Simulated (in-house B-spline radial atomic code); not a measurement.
# Hf⁵²⁺: excited configurations

Wanted: excitation energies of Hf⁵²⁺ as differences of total energies (ΔSCF).

The numbers are computed with in-house B-spline radial atomic code version 1 (Dirac-Hartree-Fock, average of configuration, Fermi nucleus, basis-set limit), except any that are marked as measured or tabulated.

**1. The system**

```
element       : hafnium (Z = 72)
charge        : +52
electrons     : 20
configuration : [Ar] 3d2
Hamiltonian   : Dirac-Coulomb
nucleus       : Fermi, rms radius 5.347 fm
```

Outer shells as boxes (Hund's rule):

[Ar] 3d2
```
[Ar] core
3d [↑ ][↑ ][  ][  ][  ]
```

The boxes draw the filling by Hund's rule, which heavy ions in jj coupling don't follow; these runs average over all states of the configuration.

Settings, as recorded:

```ini
Z = 72
electrons = 20.0
configuration = [Ar] 3d2
hamiltonian = dirac
method = hf
spin_polarised = False
nucleus = fermi
rms_radius = 5.347
mass_number = 180
atomic_mass = 179.946559537
speed_of_light = 137.035999084
```

This reference run was done before. Its total energy is -12537.157261 hartree, and its levels are (the highest eight at most):

```tsv
orbital	occupation	energy (eV)	<r> (bohr)
2s1/2	2	-14783.2	0.07906
2p1/2	2	-14273.9	0.06559
2p3/2	4	-13062.0	0.07307
3s1/2	2	-5625.30	0.1959
3p1/2	2	-5413.51	0.1852
3p3/2	4	-5111.52	0.1969
3d3/2	0.8	-4847.49	0.1695
3d5/2	1.2	-4779.03	0.1731
```

**2. [Ne] 3s2 3p5 3d2 6s1**

The settings differ from step 1 so:

```diff
@@ -2,3 +2,3 @@
 electrons = 20.0
-configuration = [Ar] 3d2
+configuration = [Ne] 3s2 3p5 3d2 6s1
 hamiltonian = dirac
```

Main fields of the result record, rounded:

```text
{
  "status": "converged",
  "scf [iteration, energy, orbital gradient]": [
    [1, -12336.6983252, 12.9],
    [2, -12389.7424581, 0.616],
    [3, -12389.9267182, 0.288],
    [4, -12389.9668881, 0.135],
    [5, -12389.9780345, 0.00921],
    [6, -12389.978084, 2.69e-05],
    [7, -12389.978084, 2.28e-07]
  ],
  "energy [hartree]": {"total": -12389.978084, "kinetic": 14113.7899187, "nuclear": -27907.4085516, "coulomb": 1571.73801135, "exact_exchange": -168.097462549},
  "breit [hartree]": {"gaunt": 15.23998, "retardation": -1.491226, "frequency_dependence": -0.2764513},
  "qed [hartree]": {"self_energy": 12.56991, "uehling": -2.29544, "wichmann_kroll": 0.08742266},
  "recoil [hartree]": 0.02668948,
  "total_with_corrections [hartree]": -12366.1172062,
  "orbitals [hartree, bohr; first row names the columns]": [
    ["name", "occ", "eps", "<r>"],
    ["1s1/2", 2.0, -2550.4801, 0.018983],
    ["2s1/2", 2.0, -547.513, 0.078986],
    ["2p1/2", 2.0, -528.90541, 0.065592],
    ["2p3/2", 4.0, -484.27608, 0.073063],
    ["3s1/2", 2.0, -209.39594, 0.19522],
    ["3p1/2", 1.6667, -202.01608, 0.18432],
    ["3p3/2", 3.3333, -190.82283, 0.19584],
    ["3d3/2", 0.8, -181.3071, 0.16855],
    ["3d5/2", 1.2, -178.76514, 0.1721],
    ["6s1/2", 1.0, -44.310829, 0.89751]
  ],
  "sum_r [bohr^k]": {"-1": 387.6278, "1": 3.208685, "2": 1.320536},
  "energy_minus_base [hartree]": 147.179177,
  "energy_minus_base_with_corrections [hartree]": 146.962403
}
```

It took 0.43 s on 1 thread, shared host.

energy_minus_base is the energy less that of the reference run.

**3. [Ne] 3s2 3p5 3d2 4f1**

The settings differ from step 2 so:

```diff
@@ -2,3 +2,3 @@
 electrons = 20.0
-configuration = [Ne] 3s2 3p5 3d2 6s1
+configuration = [Ne] 3s2 3p5 3d2 4f1
 hamiltonian = dirac
```

Results of the run:

```text
{
  "status": "converged",
  "scf [iteration, energy, orbital gradient]": [
    [1, -12382.9004967, 12.9],
    [2, -12435.7509867, 0.615],
    [3, -12435.9448714, 0.287],
    [4, -12435.986855, 0.134],
    [5, -12435.9984095, 0.00916],
    [6, -12435.9984654, 3.31e-05],
    [7, -12435.9984654, 7.2e-07],
    [8, -12435.9984654, 3.86e-08]
  ],
  "energy [hartree]": {"total": -12435.9984654, "kinetic": 14156.176347, "nuclear": -28031.5320244, "coulomb": 1607.89727551, "exact_exchange": -168.540063422},
  "breit [hartree]": {"gaunt": 15.22741, "retardation": -1.490619, "frequency_dependence": -0.2764606},
  "qed [hartree]": {"self_energy": 12.55, "uehling": -2.292059, "wichmann_kroll": 0.08729736},
  "recoil [hartree]": 0.02679979,
  "total_with_corrections [hartree]": -12412.1660887,
  "orbitals [hartree, bohr; first row names the columns]": [
    ["name", "occ", "eps", "<r>"],
    ["1s1/2", 2.0, -2548.6328, 0.018982],
    ["2s1/2", 2.0, -545.55352, 0.078985],
    ["2p1/2", 2.0, -526.97338, 0.065588],
    ["2p3/2", 4.0, -482.33484, 0.073059],
    ["3s1/2", 2.0, -207.55995, 0.19546],
    ["3p1/2", 1.6667, -200.17649, 0.18455],
    ["3p3/2", 3.3333, -189.01384, 0.19613],
    ["3d3/2", 0.8, -179.44769, 0.16881],
    ["3d5/2", 1.2, -176.91168, 0.17238],
    ["4f5/2", 0.42857, -90.528942, 0.32221],
    ["4f7/2", 0.57143, -90.192583, 0.32429]
  ],
  "sum_r [bohr^k]": {"-1": 389.3517, "1": 2.63693, "2": 0.5383064},
  "energy_minus_base [hartree]": 101.158796,
  "energy_minus_base_with_corrections [hartree]": 100.913521
}
```

Run time: 0.6 s. Hardware: 1 thread, shared host.

**4. Configuration [Ne] 3s2 3p5 3d2 5f1**

The settings differ from step 3 so:

```diff
@@ -2,3 +2,3 @@
 electrons = 20.0
-configuration = [Ne] 3s2 3p5 3d2 4f1
+configuration = [Ne] 3s2 3p5 3d2 5f1
 hamiltonian = dirac
```

Results of the run:

```text
{
  "status": "converged",
  "scf [iteration, energy, orbital gradient]": [
    [1, -12349.9393647, 12.9],
    [2, -12403.033425, 0.616],
    [3, -12403.2140485, 0.288],
    [4, -12403.2534773, 0.135],
    [5, -12403.2644397, 0.00908],
    [6, -12403.2644876, 3.25e-05],
    [7, -12403.2644876, 2.99e-07]
  ],
  "energy [hartree]": {"total": -12403.2644876, "kinetic": 14123.5202217, "nuclear": -27943.4451547, "coulomb": 1584.79401632, "exact_exchange": -168.133570919},
  "breit [hartree]": {"gaunt": 15.22234, "retardation": -1.489285, "frequency_dependence": -0.2765947},
  "qed [hartree]": {"self_energy": 12.55095, "uehling": -2.292188, "wichmann_kroll": 0.08730226},
  "recoil [hartree]": 0.02672957,
  "total_with_corrections [hartree]": -12379.4352356,
  "orbitals [hartree, bohr; first row names the columns]": [
    ["name", "occ", "eps", "<r>"],
    ["1s1/2", 2.0, -2549.8635, 0.018982],
    ["2s1/2", 2.0, -546.7982, 0.078985],
    ["2p1/2", 2.0, -528.21584, 0.065588],
    ["2p3/2", 4.0, -483.57835, 0.073059],
    ["3s1/2", 2.0, -208.7005, 0.1953],
    ["3p1/2", 1.6667, -201.32809, 0.18438],
    ["3p3/2", 3.3333, -190.14334, 0.19591],
    ["3d3/2", 0.8, -180.6137, 0.16862],
    ["3d5/2", 1.2, -178.07312, 0.17217],
    ["5f5/2", 0.42857, -57.700899, 0.57367],
    ["5f7/2", 0.57143, -57.520666, 0.57612]
  ],
  "sum_r [bohr^k]": {"-1": 388.1283, "1": 2.886848, "2": 0.796699},
  "energy_minus_base [hartree]": 133.892774,
  "energy_minus_base_with_corrections [hartree]": 133.644374
}
```

Run time: 0.6 s. Hardware: 1 thread, shared host.

Radial density 4πr²n(r) and radial functions P(r) = rR(r):

```tsv
r (bohr)	4πr²n	3p3/2	3d5/2	5f7/2
0.00152	13.11	0.0124	0.0001	0.0000
0.00222	22.59	0.0251	0.0002	0.0000
0.00325	37.26	0.0504	0.0007	0.0000
0.00474	57.17	0.0989	0.0021	0.0000
0.00692	79.71	0.1895	0.0060	0.0000
0.0101	97.11	0.3495	0.0171	0.0002
0.0147	99.95	0.6072	0.0467	0.0008
0.0215	90.19	0.9757	0.1230	0.0030
0.0314	91.38	1.3675	0.3014	0.0115
0.0459	115.0	1.5166	0.6715	0.0407
0.0670	113.2	0.9810	1.3000	0.1293
0.0978	67.72	-0.4620	2.0736	0.3529
0.143	57.79	-2.0931	2.5119	0.7655
0.208	51.42	-2.4162	2.0575	1.1184
0.304	12.55	-1.2656	0.9542	0.6430
0.444	1.272	-0.2579	0.1935	-0.8948
0.648	2.320	-0.0144	0.0117	-1.5235
0.946	0.3099	-0.0001	0.0001	-0.5598
1.38	0.001638	0.0000	0.0000	-0.0409
2.02	9.457e-08	0.0000	0.0000	-0.0003
```

On the record's full grid the radial density has clear maxima near r = 0.012, 0.055, 0.17, 0.65 bohr.

**5. [Ne] 3s2 3p5 3d2 6p1**

The settings differ from step 4 so:

```diff
@@ -2,3 +2,3 @@
 electrons = 20.0
-configuration = [Ne] 3s2 3p5 3d2 5f1
+configuration = [Ne] 3s2 3p5 3d2 6p1
 hamiltonian = dirac
```

Results of the run:

```text
{
  "status": "converged",
  "scf [iteration, energy, orbital gradient]": [
    [1, -12335.1474852, 12.9],
    [2, -12388.1382813, 0.625],
    [3, -12388.3250046, 0.292],
    [4, -12388.3656831, 0.136],
    [5, -12388.3769563, 0.00934],
    [6, -12388.3770074, 3.44e-05],
    [7, -12388.3770074, 3.03e-07]
  ],
  "energy [hartree]": {"total": -12388.3770074, "kinetic": 14110.2012308, "nuclear": -27902.2126526, "coulomb": 1571.70244971, "exact_exchange": -168.068035281},
  "breit [hartree]": {"gaunt": 15.24741, "retardation": -1.493524, "frequency_dependence": -0.2775404},
  "qed [hartree]": {"self_energy": 12.55324, "uehling": -2.292294, "wichmann_kroll": 0.08730755},
  "recoil [hartree]": 0.02664906,
  "total_with_corrections [hartree]": -12364.5257527,
  "orbitals [hartree, bohr; first row names the columns]": [
    ["name", "occ", "eps", "<r>"],
    ["1s1/2", 2.0, -2550.4654, 0.018983],
    ["2s1/2", 2.0, -547.50048, 0.07899],
    ["2p1/2", 2.0, -528.90357, 0.065592],
    ["2p3/2", 4.0, -484.27551, 0.073063],
    ["3s1/2", 2.0, -209.39292, 0.19524],
    ["3p1/2", 1.6667, -202.02683, 0.18431],
    ["3p3/2", 3.3333, -190.83406, 0.19584],
    ["3d3/2", 0.8, -181.31561, 0.16856],
    ["3d5/2", 1.2, -178.77387, 0.17211],
    ["6p1/2", 0.33333, -43.456508, 0.89664],
    ["6p3/2", 0.66667, -42.336429, 0.92091]
  ],
  "sum_r [bohr^k]": {"-1": 387.5556, "1": 3.224046, "2": 1.354829},
  "energy_minus_base [hartree]": 148.780254,
  "energy_minus_base_with_corrections [hartree]": 148.553857
}
```

Wall time 0.47 s (1 thread, shared host).

**6. Run with [Ar] 3d1 6g1**

The settings differ from step 5 so:

```diff
@@ -2,3 +2,3 @@
 electrons = 20.0
-configuration = [Ne] 3s2 3p5 3d2 6p1
+configuration = [Ar] 3d1 6g1
 hamiltonian = dirac
```

Results of the run:

```text
{
  "status": "converged",
  "scf [iteration, energy, orbital gradient]": [
    [1, -12348.6469767, 11.1],
    [2, -12399.6798919, 0.433],
    [3, -12399.8066384, 0.205],
    [4, -12399.8348525, 0.0974],
    [5, -12399.8429234, 0.00507],
    [6, -12399.8429484, 2.44e-05],
    [7, -12399.8429484, 3.72e-07]
  ],
  "energy [hartree]": {"total": -12399.8429484, "kinetic": 14133.0537826, "nuclear": -27932.2384196, "coulomb": 1571.81666552, "exact_exchange": -172.474976984},
  "breit [hartree]": {"gaunt": 15.37954, "retardation": -1.507443, "frequency_dependence": -0.2849766},
  "qed [hartree]": {"self_energy": 12.57151, "uehling": -2.293293, "wichmann_kroll": 0.08735581},
  "recoil [hartree]": 0.0267964,
  "total_with_corrections [hartree]": -12375.8634641,
  "orbitals [hartree, bohr; first row names the columns]": [
    ["name", "occ", "eps", "<r>"],
    ["1s1/2", 2.0, -2550.3034, 0.018985],
    ["2s1/2", 2.0, -547.92205, 0.07899],
    ["2p1/2", 2.0, -529.29458, 0.065532],
    ["2p3/2", 4.0, -484.69324, 0.07298],
    ["3s1/2", 2.0, -209.7966, 0.19502],
    ["3p1/2", 2.0, -202.10282, 0.18422],
    ["3p3/2", 4.0, -190.86946, 0.19576],
    ["3d3/2", 0.4, -181.69977, 0.1683],
    ["3d5/2", 0.6, -179.14094, 0.17185],
    ["6g7/2", 0.44444, -39.2752, 0.8212],
    ["6g9/2", 0.55556, -39.224529, 0.82272]
  ],
  "sum_r [bohr^k]": {"-1": 387.9727, "1": 3.152922, "2": 1.190263},
  "energy_minus_base [hartree]": 137.314313,
  "energy_minus_base_with_corrections [hartree]": 137.216145
}
```

Run time: 0.58 s. Hardware: 1 thread, shared host.

**7. Energies above the reference**

| net move | configuration | energy above the reference (eV) | with Breit, QED, recoil (eV) | largest <r> (bohr) |
| --- | --- | --- | --- | --- |
| 3p → 4f | [Ne] 3s2 3p5 3d2 4f1 | 2752.67 | 2746.00 | 0.324 |
| 3p → 5f | [Ne] 3s2 3p5 3d2 5f1 | 3643.41 | 3636.65 | 0.576 |
| 3d → 6g | [Ar] 3d1 6g1 | 3736.51 | 3733.84 | 0.823 |
| 3p → 6s | [Ne] 3s2 3p5 3d2 6s1 | 4004.95 | 3999.05 | 0.898 |
| 3p → 6p | [Ne] 3s2 3p5 3d2 6p1 | 4048.52 | 4042.36 | 0.921 |

Quantum defects of the promoted electron, δ = n − ζ/√(−2ε) with ζ = 53 and ε its orbital energy in hartree:

| promotion | δ |
| --- | --- |
| 3p → 4f | 0.057 |
| 3p → 5f | 0.062 |
| 3d → 6g | 0.018 |
| 3p → 6s | 0.370 |
| 3p → 6p | 0.265 |

What this shows: The energies run from 2752.67 eV (3p → 4f) to 4048.52 eV (3p → 6p). Of those tabulated, the defect is largest for 6s (0.37) and least for 6g (0.02); at this charge much of the defect is relativistic. Two partly filled shells share a symmetry and can mix in the average, which may lower the energy, for: 3p → 6p. These are averages over configurations, without correlation, not spectroscopic levels.
